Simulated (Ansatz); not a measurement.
MgS, space group Fm-3m, a single point from an input typed as a dict

Computed with Ansatz 0.2.0, Python API.

Run as a notebook:

```python
from collections import Counter

import ansatz as az
import pandas as pd
```

```python
settings = {
    'crystal': {
        'lattice': [[0.0, 2.60165, 2.60165], [2.60165, 0.0, 2.60165], [2.60165, 2.60165, 0.0]],
        'atoms': [
            {'symbol': 'Mg', 'position': [0.0, 0.0, 0.0]},
            {'symbol': 'S', 'position': [0.5, 0.5, 0.5]},
        ],
    },
    'kpoints': {'mp_grid': {'grid': [6, 6, 6]}},
    'hamiltonian': {'xc': 'lda'},
    'scf': {'occupations': {'method': 'fixed'}},
    'output': {'forces': True},
}
```

```python
res = az.Session.from_dict(settings).plan(threads=1).execute()
data = res.report

type(res).__name__, type(data).__name__
```

    DeckWarning: basis.ecutwfc = 420 eV, auto-derived from the records' recommended cutoffs: set by Mg (normal level)
    ('RunOutcome', 'dict')

```python
n_atoms = len(data['lattice']['sites'])
print('F =', round(data['free_energy_ev'], 4), 'eV for', n_atoms, 'atoms')
print('E(sigma -> 0) =', round(data['energy_sigma0_ev'], 4), 'eV, TS =', round(data['entropy_ts_ev'], 5), 'eV')
print('closed by', data['closed_by'], 'after', data['n_iterations'], 'iterations')
```

    F = -2774.1598 eV for 2 atoms
    E(sigma -> 0) = -2774.1598 eV, TS = 0.0 eV
    closed by deck_thresholds after 6 iterations

```python
table = pd.DataFrame(data['forces_ev_ang'], columns=['fx', 'fy', 'fz'])
table.insert(0, 'atom', [site['symbol'] for site in data['lattice']['sites']])
table.round(4)
```

      atom   fx   fy   fz
    0   Mg -0.0  0.0  0.0
    1    S  0.0 -0.0  0.0

```python
told = Counter((n['data']['severity'], n['data']['kind']) for n in res.notices if n['event'] == 'notice')
for (severity, kind), count in sorted(told.items()):
    print(f'{severity:8s} {kind} x{count}')
```

    audit    band_cg_iterations x1
    audit    preconditioner_resolved x1

Caveats:
- Total energies depend on the potentials; only differences at equal settings carry meaning. A total without «per atom» is that of the cell as typed.
- The starting cell is as deposited in a crystallographic database; the results hold for this polymorph, which needn't be the stable one.
- Warnings are shown shortened and without file and line.
- The whole script took 0.9 s on 1 thread of Arm Neoverse V2, with other jobs on the host, peak memory 0.34 GiB.

(Lines on the test bed's own set-up are left out of the output.)
